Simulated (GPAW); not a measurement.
Crystal: CaO.

```xyz
2
Lattice="0.0000 2.4075 2.4075 2.4075 0.0000 2.4075 2.4075 2.4075 0.0000" Properties=species:S:1:pos:R:3 pbc="T T T"
Ca    0.0000    0.0000    0.0000
O     2.4075    2.4075    2.4075
```

The cell was built by a generator and isn't the measured one.

Program: GPAW 26.7.0. Alike in all runs: task band structure; no spin polarisation; cell as given; k mesh 8 × 8 × 8; cutoff (eV) 600; smearing fermi-dirac 0.05 eV.

Question: Order these runs on this cell by their pressure, lowest first.
A. level LDA; potentials or basis the program's PAW data sets (release 1.2.1) made for this functional, pw; band points 100
B. level PBE; potentials or basis GPAW PAW data sets (gpaw-data 1.2.1), pw; band points 100
C. level r2SCAN; potentials or basis GPAW PAW data sets (gpaw-data 1.2.1), pw; band points 80

Answer: A (-10.2 GPa), C (-3.7 GPa), B (-1.7 GPa).

Caveats: the cutoff is short for stress and forces, so pressures can be off by a GPa or more; the PAW data sets were made with another functional, which shifts forces and pressure a little (some runs).

Not every run made on this cell is shown here.
